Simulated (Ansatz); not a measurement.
# NbTe (CsCl type): how the settings move a single-point run

Aim: see which settings change the result for NbTe (CsCl type), by how much, and at what cost.

Program: Ansatz 0.2.0. Level of theory: reference: DFT, PBEsol, norm-conserving pseudopotentials, Ansatz's default files, scalar-relativistic. These are calculated values, not measurements.

1 further run of the same task is left out (it didn't finish). Runs told in other sessions of the task aren't counted.

### 1 The starting structure

Symmetry: Pm-3m, No. 221, cubic system. The conventional cell has a = 2.594 Å, b = 2.594 Å, c = 2.594 Å, α = 90.00°, β = 90.00°, γ = 90.00°. Nb (site symmetry m-3m) is surrounded by 8 Te at 2.25 Å. Around Te (site symmetry m-3m) lie 8 Nb at 2.25 Å.

Coordinates:

```
CELL_PARAMETERS angstrom
2.59384 0.00000 0.00000
0.00000 2.59384 0.00000
0.00000 0.00000 2.59384
ATOMIC_POSITIONS crystal
Nb 0.00000 0.00000 0.00000
Te 0.50000 0.50000 0.50000
```

### 2 Baseline

File input.yaml:

```yaml
crystal:
  lattice:
    - [2.5938441046, 0.0, 0.0]
    - [0.0, 2.5938441046, 0.0]
    - [0.0, 0.0, 2.5938441046]
  atoms:
    - { symbol: Nb, position: [0.0, 0.0, 0.0] }
    - { symbol: Te, position: [0.5, 0.5, 0.5] }
kpoints:
  mp_grid: { grid: [12, 12, 12] }
scf:
  occupations: { method: fermi_dirac, width: 0.1 }
hamiltonian:
  xc: pbesol
  pseudopotentials: { kind: nc }
output:
  forces: true
  stress: true
  eigenvalues: true
```

Launch:

```
> ansatz run input.yaml --threads 1 --pin off --max-ram 2048MiB --backend cpu --events-out ev --progress --plain --runs-dir out
```

### 3 Variant: eigensolver.kind davidson, xc pbe

input.yaml: that of step 2 with these lines changed.

```diff
@@ -12,4 +12,5 @@
   occupations: { method: fermi_dirac, width: 0.1 }
+  eigensolver: { kind: davidson }
 hamiltonian:
-  xc: pbesol
+  xc: pbe
   pseudopotentials: { kind: nc }
```

Q: Predict the outcome of this session. Wanted: for each run, ending; energy change; pressure; gap; force.

As calculated:

| run | ending | energy change | pressure (GPa) | gap (eV) | force (eV/Å) | cycles | time |
| --- | --- | --- | --- | --- | --- | --- | --- |
| reference | converged | - | 672.5 | 0.00 | 0.00 | 6 | 1.7 s |
| 1: eigensolver.kind davidson, xc pbe | converged | not comparable | 694.5 | 0.00 | 0.00 | 7 | 2.8 s |

Residual by cycle in the longest SCF loop of each run; runs are numbered as in the table. The quantity is the density residual dr2, in eV.

| cycle | reference | run 1 |
| --- | --- | --- |
| 1 | 1.7 | 1.76 |
| 2 | 0.488 | 0.486 |
| 3 | 0.00473 | 0.00361 |
| 4 | 8.7e-5 | 1.2e-4 |
| 5 | 1.5e-6 | 1.3e-6 |
| 6 | 1.6e-8 | 2.0e-7 |
| 7 | - | 8.4e-10 |

**Reading.** Total energies don't compare across a change of functional; the pressure goes from 672.5 to 694.5 GPa. At this fixed cell a higher pressure means that this functional prefers a larger volume than the reference. Cost: 7 SCF cycles against 6, 2.8 s against 1.7 s. The structure is not at rest: the sound run finds 673 GPa, so these are no properties of the relaxed crystal. 
